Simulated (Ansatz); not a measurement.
Run this with Ansatz 0.2.0, Python API and show what comes out.

Script `kp_states.py`:
```python
# -*- coding: utf-8 -*-
"""Restricted and unrestricted solutions of KP(+), stretched and not."""

import ansatz as az
import numpy as np

geometry_ang = [
    ("K", (0.0, 0.0, 0.0)),
    ("P", (0.0, 0.0, 3.11)),
]
kp = az.Crystal.molecule()
for symbol, xyz in geometry_ang:
    kp = kp.atom(symbol, xyz)
symbols = [site.symbol for site in kp.cartesian_sites]

start = np.array([site.position_ang for site in kp.cartesian_sites])
for factor in [1.0, 1.3]:
    xyz = (start - start.mean(axis=0)) * factor
    scaled = az.Crystal.molecule()
    for symbol, place in zip(symbols, xyz):
        scaled = scaled.atom(symbol, place.tolist())
    calc = (
        scaled.calculation()
        .basis(gaussian="def2-SVP")
        .functional("PBE0", dispersion="d4")
        .charge(1)
        .spin("collinear", total=1)
    )
    for search in ("off", "standard"):
        try:
            report = calc.scf(lower_state_search=search).run(threads=1).report
        except az.AnsatzError as error:
            print(f"x{factor} search {search}: {type(error).__name__}")
            continue
        state = report["mean_field"]["state"]
        print(f"all distances x{factor}, search {search:8s} E = {report['free_energy_ev']:.5f} eV  <S^2> = {abs(state['spin_squared']):.3f}  other states met: {len(report['mean_field']['others'])}")
```

```console
$ python kp_states.py
all distances x1.0, search off      E = -25592.35522 eV  <S^2> = 1.743  other states met: 0
all distances x1.0, search standard E = -25592.35522 eV  <S^2> = 1.743  other states met: 10
all distances x1.3, search off      E = -25592.44358 eV  <S^2> = 1.747  other states met: 0
all distances x1.3, search standard E = -25592.44358 eV  <S^2> = 1.747  other states met: 11
```

Caveats:
- These settings explore the input space; basis and method may be short of convergence.
- The count of other states can hold repeated and symmetry-equivalent ends of the search; scaling all distances is a test, and for more than two atoms no physical path.
- The species is open-shell (spin multiplicity 2).
- The expectation value of S² is noticeably off S(S+1) in at least one run, so that state is spin-contaminated.
- The spin state was assumed, and another may lie lower.
- Finished in 27 s on 1 thread of Arm Neoverse V2 (shared host), peak memory 0.2 GiB.

(A comment or docstring line of the script was reworded after the run, the code is as it ran; lines on the test bed's own set-up are left out of the output.)
